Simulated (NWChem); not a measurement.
# GeH3Cl (chlorogermane) at PBE0/def2-SVP

What is the electronic atomisation energy of GeH3Cl (chlorogermane) at PBE0/def2-SVP? 

The calculation is run with NWChem 7.3.0.

5 further runs of the same task are left out: 5 set aside as unsound or not needed.

## (1) Starting point

The species is GeH3Cl (5 atoms), meant as a singlet with charge 0. SMILES: `[Cl][GeH3]`. Geometry: relaxed at PBE0-D4/def2-TZVP.

Bond lengths: Cl1–Ge2 2.155 Å, Ge2–H3 1.532 Å, Ge2–H4 1.532 Å, Ge2–H5 1.532 Å. Angles: Cl1–Ge2–H3 107.1°, Cl1–Ge2–H4 107.1°, Cl1–Ge2–H5 107.1°, H3–Ge2–H4 111.7°, H3–Ge2–H5 111.7°, H4–Ge2–H5 111.7°.

## (2) A single-point energy at PBE0/def2-SVP (run 1)

Input file nw.nw:

```
START nw
TITLE "ClGeH3 energy"
memory 2200 mb
charge 0

GEOMETRY units angstrom noautosym nocenter noautoz
 Cl      -1.875800      -0.025100       0.641300
 Ge       0.161800      -0.013900      -0.060600
 H        0.160400       0.656200      -1.438100
 H        0.619000      -1.473700      -0.140600
 H        0.984500       0.782900       0.956700
END

BASIS spherical bse
 Cl library def2-SVP
 Ge library def2-SVP
 H library def2-SVP
END

DFT
 xc pbe0
 grid lebedev 99 14
 convergence energy 1e-08
 iterations 100
 mulliken
 print low
END

TASK dft energy
```

Run with:

```bash
nwchem nw.nw > nw.out
```

Standard output:

```text
[...]
 d= 0,ls=0.0,diis     1  -2538.1769127127 -2.71D+03  1.29D-02  2.31D-01     1.4
[...]
 d= 0,ls=0.0,diis     8  -2538.2100112809 -2.19D-09  2.41D-06  2.65D-08     7.8
         Total DFT energy =    -2538.210011280937
      One electron energy =    -3883.011431923658
           Coulomb energy =     1276.428399336283
    Exchange-Corr. energy =     -108.020813391178
 Nuclear repulsion energy =      176.393834697617
[...]
      Total Density - Mulliken Population Analysis
     ---------------------------------------------
    Atom       Charge   Shell Charges
 -----------   ------   -------------------------------------------------------
    1 Cl  17    17.27   2.00  1.99  1.25  0.72  5.93  2.13  3.24  0.02
    2 Ge  32    31.58   2.00  2.00  1.99  1.18  0.11  6.00  5.98  1.39  0.78  8.09  1.81  0.25
    3 H    1     1.05   0.71  0.33  0.01
    4 H    1     1.05   0.71  0.33  0.01
    5 H    1     1.05   0.71  0.33  0.01
[...]
```

It took 8.7 s on 1 thread of AMD EPYC 7R43 (Zen 3), shared host; peak memory 0.11 GiB.

## (3) The Cl atom, same level (run 2)

Input file cl.nw:

```
start cl
memory stack 880 mb heap 220 mb global 1100 mb
charge 0

geometry noautosym nocenter noautoz
 Cl       0.000000       0.000000       0.000000
end

basis spherical bse
 * library def2-SVP
end

dft
 xc pbe0
 mult 2
 grid lebedev 99 14
 convergence energy 1e-08
 maxiter 100
 mulliken
 noprint "final vectors analysis"
end

task dft energy
```

Run the same way, it converges to -459.83853 Eh (log not shown).

Run 3 isn't shown in full; the table further down has it.

## (4) The H atom at the same level (run 4)

Input file a.nw:

```
START a
TITLE "H PBE0"
memory total 2200 mb
charge 0
GEOMETRY units angstroms noautosym nocenter noautoz
 H        0.000000       0.000000       0.000000
END
BASIS spherical bse
 H library def2-SVP
END
DFT
 xc pbe0
 mult 2
 grid lebedev 99 14
 convergence energy 1e-08
 maxiter 100
 mulliken
 print low
END
TASK dft energy
```

Run the same way, it converges to -0.50029 Eh (log not shown).

## (5) All runs side by side

```csv
run,level,partner,energy (Eh),wall time
1,PBE0/def2-SVP,base,-2538.210011,8.7 s
2,UPBE0/def2-SVP,atoms,-459.838528,1 s
3,UPBE0/def2-SVP,atoms,-2076.395072,2.5 s
4,UPBE0/def2-SVP,atoms,-0.500291,0.79 s
```

## (6) Summary of results

At PBE0/def2-SVP:

| quantity | value |
| --- | --- |
| H atom: total energy | -0.50029 Eh |
| H atom: ⟨S²⟩ | 0.750 |
| electronic atomisation energy | 12.940 eV |

In words: Taking the molecule apart into free atoms costs 12.94 eV (1249 kJ/mol), before zero-point energy and without spin-orbit coupling. All runs together took 13 s, the longest 8.7 s.
